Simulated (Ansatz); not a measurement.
# FGe4H14N: the cost of one run

The runs use Ansatz 0.2.0, Gaussian basis; PBE0-D4/def2-SVP.

23 further runs of the same task are left out: 1 that didn't finish, 22 set aside as unsound or not needed.

## (1) The system as given

The first end: 20 atoms, charge 0, spin multiplicity 1.

Atoms are counted from 1 here; the program's logs count them from 0.

Bond lengths: Ge1–Ge3 2.427 Å, Ge1–Ge4 2.429 Å, Ge1–H5 1.547 Å, Ge1–N7 1.969 Å, Ge2–H10 1.619 Å, Ge2–H11 1.567 Å, Ge2–H12 1.562 Å, Ge3–H13 1.539 Å, Ge3–H14 1.532 Å, Ge3–H15 1.528 Å, Ge4–H16 1.534 Å, Ge4–H17 1.543 Å, Ge4–H18 1.528 Å, H6–N7 1.021 Å, N7–H19 1.085 Å, N7–H20 1.015 Å, H8–F9 0.962 Å. Angles: Ge3–Ge1–Ge4 118.5°, Ge3–Ge1–H5 111.7°, Ge3–Ge1–N7 108.3°, Ge4–Ge1–H5 112.5°, Ge4–Ge1–N7 104.5°, H5–Ge1–N7 99.1°, H10–Ge2–H11 95.0°, H10–Ge2–H12 95.8°, H11–Ge2–H12 100.7°, Ge1–Ge3–H13 104.7°, Ge1–Ge3–H14 109.3°, Ge1–Ge3–H15 110.7°, H13–Ge3–H14 109.4°, H13–Ge3–H15 110.3°, H14–Ge3–H15 112.2°, Ge1–Ge4–H16 108.8°, Ge1–Ge4–H17 107.0°, Ge1–Ge4–H18 110.6° and more.

As a file:

```xyz
20
FGe4H14N
Ge   -0.5226    0.0234   -1.4516
Ge    0.0839    0.1713    2.2437
Ge    1.3502   -1.5105   -1.2782
Ge   -2.6192   -0.5838   -0.3870
H    -0.7174    0.5263   -2.9012
H     0.9896    1.9089   -0.6730
N    -0.0108    1.7219   -0.5978
H     2.2093    0.7740    1.1328
F     2.5820    1.1316    0.3207
H     1.6997    0.1732    2.3481
H    -0.0627   -1.3768    2.4377
H    -0.1691    0.6720    3.7017
H     0.8941   -2.7708   -2.0346
H     2.5686   -0.9055   -1.9838
H     1.6384   -1.8457    0.1841
H    -3.2394    0.6739    0.2361
H    -3.5570   -1.1000   -1.4977
H    -2.3970   -1.6801    0.6537
H    -0.1697    1.4694    0.4455
H    -0.5508    2.5274   -0.8991
```

The second end:

```
Ge   -0.5716    0.1418   -1.5200
Ge   -0.0501    0.0025    2.3779
Ge    1.2652   -1.4378   -1.3455
Ge   -2.6322   -0.6065   -0.4651
H    -0.8332    0.4612   -3.0103
H     1.3855    1.6323   -0.2915
N    -0.0318    1.8096   -0.7897
H     1.8264    0.4716    1.8679
F     2.2734    1.3810    0.0911
H     1.9266    0.1297    2.5738
H     0.3782   -1.4671    2.7788
H     0.1510    0.5762    3.8408
H     0.7969   -2.7348   -2.0342
H     2.5091   -0.9065   -2.0674
H     1.5853   -1.7533    0.1202
H    -3.2619    0.5580    0.3185
H    -3.6332   -1.0779   -1.5367
H    -2.3590   -1.7718    0.4975
H    -0.5661    2.0253    0.0450
H    -0.1584    2.5664   -1.4510
```

## (2) The band at PBE0-D4/def2-SVP

The input, neb/in.yaml:

```yaml
crystal:
  periodic: [false, false, false]
  atoms:
    - {symbol: Ge, position_ang: [-0.522583, 0.023352, -1.451627]}
    - {symbol: Ge, position_ang: [0.083900, 0.171321, 2.243709]}
    - {symbol: Ge, position_ang: [1.350243, -1.510516, -1.278164]}
    - {symbol: Ge, position_ang: [-2.619170, -0.583799, -0.386981]}
    - {symbol: H, position_ang: [-0.717358, 0.526316, -2.901238]}
    - {symbol: H, position_ang: [0.989595, 1.908947, -0.673033]}
    - {symbol: N, position_ang: [-0.010828, 1.721865, -0.597771]}
    - {symbol: H, position_ang: [2.209287, 0.774031, 1.132819]}
    - {symbol: F, position_ang: [2.581952, 1.131607, 0.320675]}
    - {symbol: H, position_ang: [1.699675, 0.173198, 2.348073]}
    - {symbol: H, position_ang: [-0.062693, -1.376822, 2.437690]}
    - {symbol: H, position_ang: [-0.169071, 0.672025, 3.701692]}
    - {symbol: H, position_ang: [0.894066, -2.770795, -2.034608]}
    - {symbol: H, position_ang: [2.568615, -0.905533, -1.983799]}
    - {symbol: H, position_ang: [1.638420, -1.845710, 0.184057]}
    - {symbol: H, position_ang: [-3.239366, 0.673853, 0.236148]}
    - {symbol: H, position_ang: [-3.556994, -1.099965, -1.497744]}
    - {symbol: H, position_ang: [-2.396994, -1.680132, 0.653673]}
    - {symbol: H, position_ang: [-0.169748, 1.469383, 0.445483]}
    - {symbol: H, position_ang: [-0.550846, 2.527373, -0.899053]}
basis:
  gaussian: {orbitals: def2-SVP}
hamiltonian: {xc: pbe0, dispersion: d4}
neb:
  images: 5
  climbing: true
  max_iterations: 40
  initial_path: idpp
  final_atoms:
    - {symbol: Ge, position_ang: [-0.571559, 0.141784, -1.520021]}
    - {symbol: Ge, position_ang: [-0.050075, 0.002510, 2.377941]}
    - {symbol: Ge, position_ang: [1.265236, -1.437753, -1.345491]}
    - {symbol: Ge, position_ang: [-2.632232, -0.606502, -0.465125]}
    - {symbol: H, position_ang: [-0.833202, 0.461156, -3.010270]}
    - {symbol: H, position_ang: [1.385528, 1.632323, -0.291527]}
    - {symbol: N, position_ang: [-0.031795, 1.809634, -0.789733]}
    - {symbol: H, position_ang: [1.826374, 0.471608, 1.867909]}
    - {symbol: F, position_ang: [2.273431, 1.381044, 0.091058]}
    - {symbol: H, position_ang: [1.926589, 0.129706, 2.573827]}
    - {symbol: H, position_ang: [0.378160, -1.467067, 2.778803]}
    - {symbol: H, position_ang: [0.151040, 0.576214, 3.840821]}
    - {symbol: H, position_ang: [0.796864, -2.734758, -2.034185]}
    - {symbol: H, position_ang: [2.509091, -0.906513, -2.067378]}
    - {symbol: H, position_ang: [1.585273, -1.753335, 0.120221]}
    - {symbol: H, position_ang: [-3.261880, 0.557972, 0.318456]}
    - {symbol: H, position_ang: [-3.633237, -1.077919, -1.536721]}
    - {symbol: H, position_ang: [-2.358984, -1.771846, 0.497458]}
    - {symbol: H, position_ang: [-0.566141, 2.025298, 0.044952]}
    - {symbol: H, position_ang: [-0.158381, 2.566444, -1.450993]}
```

Run with:

```
$ ansatz run in.yaml --threads 11 --pin off --events-out ev --progress --plain --max-ram 120832MiB --backend cuda --devices 0, --max-vram 75GiB
```

**Question.** How long does this run take on 1 × NVIDIA H100 with 11 threads of AMD EPYC 7R13, shared host?

About 78 s.
